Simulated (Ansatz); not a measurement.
# BaMgPF: further runs on the relaxed cell

An exercise on one series of results from a longer session: the logs are not shown, and one member is left open.

Method: DFT PBE, scalar-relativistic, plane waves, PAW, in Ansatz 0.2.0.

**The starting structure**

The structure is tetragonal, space group P4/nmm (No. 129). Conventional cell: a = 4.334 Å, b = 4.334 Å, c = 9.573 Å, α = 90.00°, β = 90.00°, γ = 90.00°. Around Ba (site symmetry 4mm) lie 4 F at 2.66 Å. Around P (site symmetry 4mm) lie 4 Mg at 2.62 Å. Around Mg (site symmetry -4m2) lie 4 P at 2.62 Å. F (site symmetry -4m2) is surrounded by 4 Ba at 2.66 Å.

As a file:

```
Ba P Mg F
1.0
     4.33386    0.00000    0.00000
     0.00000    4.33386    0.00000
     0.00000    0.00000    9.57329
Ba P Mg F
2 2 2 2
Direct
  0.50000 0.00000 0.16055
  0.00000 0.50000 0.83945
  0.50000 0.00000 0.65313
  0.00000 0.50000 0.34687
  0.50000 0.50000 0.50000
  0.00000 0.00000 0.50000
  0.50000 0.50000 0.00000
  0.00000 0.00000 0.00000
```

It is the result of an earlier relaxation at this level (volume 22.48 Å³/atom; gap on the mesh: 1.78 eV).

Set-up of the first run:

input.yaml reads:

```yaml
crystal:
  lattice:
    - [4.3338564672, 0.0, 0.0]
    - [0.0, 4.3338564672, 0.0]
    - [0.0, 0.0, 9.5732924182]
  atoms:
    - { symbol: Ba, position: [0.5, 0.0, 0.160545613] }
    - { symbol: Ba, position: [0.0, 0.5, 0.839454387] }
    - { symbol: P, position: [0.5, 0.0, 0.6531338968] }
    - { symbol: P, position: [0.0, 0.5, 0.3468661032] }
    - { symbol: Mg, position: [0.5, 0.5, 0.5] }
    - { symbol: Mg, position: [0.0, 0.0, 0.5] }
    - { symbol: F, position: [0.5, 0.5, 0.0] }
    - { symbol: F, position: [0.0, 0.0, 0.0] }
basis:
  ecutwfc: 420
kpoints:
  mp_grid: { grid: [6, 6, 4] }
hamiltonian:
  xc: pbesol
scf:
  occupations: { method: gaussian, width: 0.02 }
output:
  forces: true
  stress: true
  eigenvalues: true
  write_density: true
  write_potential: true
  elf: true
  volumetric_format: npy
relax:
  adjacent_minimum: "off"
  f_tol: 0.005
  max_steps: 50
  cell: { stress_tol: 0.05 }
```

Command:

```sh
ansatz run input.yaml --threads 4 --pin off --max-ram 10240MiB --backend cpu --events-out ev --progress --plain --runs-dir out
```

Steps of the session up to this table: The cell under PBEsol; The cell under PBE+D3(BJ); The cell under LDA; The cell under r2SCAN.

One of the session's tables, all rows but one given; the rest of the session is left out.

It belongs to the step «Relaxed cells side by side». 

```
functional  a (Å)  b (Å)  c (Å)  volume (Å³/atom)  gap on the mesh (eV)
       PBE  4.334  4.334  9.573             22.48                  1.78
    PBEsol  4.285  4.285  9.381             21.53                  1.68
PBE+D3(BJ)      ?      ?      ?                 ?                     ?
       LDA  4.239  4.239  9.240             20.75                  1.64
    r2SCAN  4.318  4.318  9.521             22.20                  2.13
```

Q: Estimate the row for PBE+D3(BJ) from the others.

The run gave: a (Å): 4.286; b (Å): 4.286; c (Å): 9.430; volume (Å³/atom): 21.66; gap on the mesh (eV): 1.79. In the column «a (Å)» it lies between PBEsol (4.285) and r2SCAN (4.318).
